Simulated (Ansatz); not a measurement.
**CH6ClInSi (SMILES [CH3][In]([SiH3])[Cl]): CCSD/def2-SVP (core potential)**

Aim: the energy change on altering one bond length of CH6ClInSi at CCSD/def2-SVP (core potential), from 2 runs. 

The results are computed with Ansatz 0.2.0.

77 further runs of the same task are left out: 77 set aside as unsound or not needed.

## (1) The system as given

The species is CH6ClInSi (10 atoms), meant as a singlet with charge 0. SMILES: `[CH3][In]([SiH3])[Cl]`. The coordinates come from a PBE0-D4/def2-TZVP relaxation.

Bond lengths: C1–In2 2.141 Å, In2–Si3 2.565 Å, In2–Cl4 2.365 Å, C1–H5 1.091 Å, C1–H6 1.091 Å, C1–H7 1.089 Å, Si3–H8 1.484 Å, Si3–H9 1.489 Å, Si3–H10 1.489 Å. Some angles: C1–In2–Si3 137.7°, C1–In2–Cl4 110.5°, Si3–In2–Cl4 111.8°, In2–C1–H5 110.2°, In2–C1–H6 110.0°, In2–C1–H7 109.0°, In2–Si3–H8 111.0°, In2–Si3–H9 109.7°, In2–Si3–H10 109.9°, H5–C1–H6 108.4°.

## (2) The energy at CCSD/def2-SVP (core potential)

Contents of molecule.yaml:

```yaml
crystal:
  periodic: [false, false, false]
  atoms:
    - {symbol: C, position_ang: [-0.949700, 1.813700, -0.793500]}
    - {symbol: In, position_ang: [-0.434700, -0.206900, -0.307800]}
    - {symbol: Si, position_ang: [1.361300, -1.433300, 1.052000]}
    - {symbol: Cl, position_ang: [-1.957200, -1.714200, -1.309800]}
    - {symbol: H, position_ang: [-0.111400, 2.307700, -1.287300]}
    - {symbol: H, position_ang: [-1.187700, 2.367500, 0.116300]}
    - {symbol: H, position_ang: [-1.814900, 1.809300, -1.455300]}
    - {symbol: H, position_ang: [1.201100, -2.904800, 0.939400]}
    - {symbol: H, position_ang: [1.261700, -1.039600, 2.484400]}
    - {symbol: H, position_ang: [2.714800, -1.050500, 0.564600]}
basis:
  gaussian:
    orbitals: def2-SVP
correlation:
  method: ccsd
  frozen_orbitals: {C: 1, Cl: 5, H: 0, In: 4, Si: 5}
accuracy: high
scf:
  omitted_lower_state_checks: [cluster_reference, increment]
```

Started as:

```
$ ansatz run molecule.yaml --threads 1 --pin off --max-ram 2610MiB --events-out events.jsonl --progress --plain --runs-dir runs
```

Output, cut to the lines that bear on the results:

```text
Warning: RAYON_NUM_THREADS=1 ignored (pool sized by the plan → 1); use --threads N
Functional definition: HF
  name "HF"
[...]
2450 factors; integrals over basis functions are off by at most 1.9e-8 eV
[...]
mean field -26634.16638905 eV, -978.7875615110 hartree, gradient 1.4e-8 eV, S^2 0.000000; 0 other end points of the search recorded, 0 dependent functions left out
15 core orbitals not correlated: weight in the atoms' cores, before any rotation towards them, 1.000 or more for the frozen orbitals, at most 0.000 for the correlated occupied ones
reference -26634.16638905 eV, -978.7875615110 hartree; 17, 17 occupied and 74, 74 virtual orbitals, 2450 factors
second order -12.64621444 eV of doubles, -0.00000000 eV of singles
cycle   1  -13.77959095 eV  change    -1.1e0 eV  update   9.0e-2
[...]
cycle  20  -14.26324137 eV  change    1.6e-9 eV  update   2.7e-9
Total energy: -26648.42963042 eV, -979.3117259634 hartree
Checks for a lower state left out: cluster_reference, increment
```

Wall time 22 s (1 thread of Intel Xeon 6975P-C (Granite Rapids), shared host); peak memory 0.8 GiB.

## (3) The distorted shape, same level

Contents of in.yaml:

```yaml
crystal:
  periodic: [false, false, false]
  atoms:
    - {symbol: C, position_ang: [0.877272, 3.622432, 0.408882]}
    - {symbol: In, position_ang: [1.392272, 1.601832, 0.894582]}
    - {symbol: Si, position_ang: [3.188272, 0.375432, 2.254382]}
    - {symbol: Cl, position_ang: [-1.957200, -1.714200, -1.309800]}
    - {symbol: H, position_ang: [1.715572, 4.116432, -0.084918]}
    - {symbol: H, position_ang: [0.639272, 4.176232, 1.318682]}
    - {symbol: H, position_ang: [0.012072, 3.618032, -0.252918]}
    - {symbol: H, position_ang: [3.028072, -1.096068, 2.141782]}
    - {symbol: H, position_ang: [3.088672, 0.769132, 3.686782]}
    - {symbol: H, position_ang: [4.541772, 0.758232, 1.766982]}
basis:
  gaussian:
    orbitals: def2-SVP
scf:
  omitted_lower_state_checks: [cluster_reference, increment]
accuracy: high
correlation:
  method: ccsd
  frozen_orbitals: {C: 1, Cl: 5, H: 0, In: 4, Si: 5}
```

Started as:

```
$ ansatz run in.yaml --threads 1 --pin off --max-ram 2610MiB --events-out events.jsonl --progress --plain --runs-dir runs
```

Output, cut to the lines that bear on the results:

```text
Warning: RAYON_NUM_THREADS=1 ignored (pool sized by the plan → 1); use --threads N
Functional definition: HF
  name "HF"
[...]
2366 factors; integrals over basis functions are off by at most 2.2e-8 eV
[...]
mean field -26629.44179783 eV, -978.6139359864 hartree, gradient 8.3e-9 eV, S^2 0.000000; 0 other end points of the search recorded, 0 dependent functions left out; unrestricted orbitals would lower it
15 core orbitals not correlated: weight in the atoms' cores, before any rotation towards them, 1.000 or more for the frozen orbitals, at most 0.000 for the correlated occupied ones
reference -26629.44179783 eV, -978.6139359864 hartree; 17, 17 occupied and 74, 74 virtual orbitals, 2366 factors
second order -12.40748665 eV of doubles, -0.00000000 eV of singles
cycle   1  -13.41218810 eV  change    -1.0e0 eV  update   2.6e-1
[...]
cycle  59  -14.37147809 eV  change  -1.8e-11 eV  update   1.3e-9
WARN: these amplitudes may be one of several solutions (largest doubles amplitude 0.56, level shift 0.00 eV)
Total energy: -26643.81327593 eV, -979.1420780650 hartree
Checks for a lower state left out: cluster_reference, increment
```

Run time: 51 s. Hardware: 1 thread of Intel Xeon 6975P-C (Granite Rapids), shared host; peak memory 0.78 GiB.

## (4) Results

At CCSD/def2-SVP (core potential), 15 core orbitals frozen:

| quantity | value |
| --- | --- |
| first shape: total energy | -979.31173 Eh |
| first shape: correlation energy (15 core orbitals frozen) | -524.2 mEh |
| first shape: T1 diagnostic | 0.011 |
| distorted shape: total energy | -979.14208 Eh |
| distorted shape: correlation energy (15 core orbitals frozen) | -528.1 mEh |
| distorted shape: T1 diagnostic | 0.100 |
| energy change with the In2–Cl4 bond stretched from 2.365 to 5.203 Å | 4.616 eV |

What this shows: With the In2–Cl4 bond stretched from 2.365 to 5.203 Å the energy rises by 4.62 eV (106 kcal/mol). The first shape isn't relaxed at this level, so the change isn't measured from a minimum. The T1 diagnostic (distorted shape) of 0.100 is above the customary mark for such species, so a single reference may not serve. The restricted solution (distorted shape) is unstable to spin breaking: an unrestricted one lies lower.
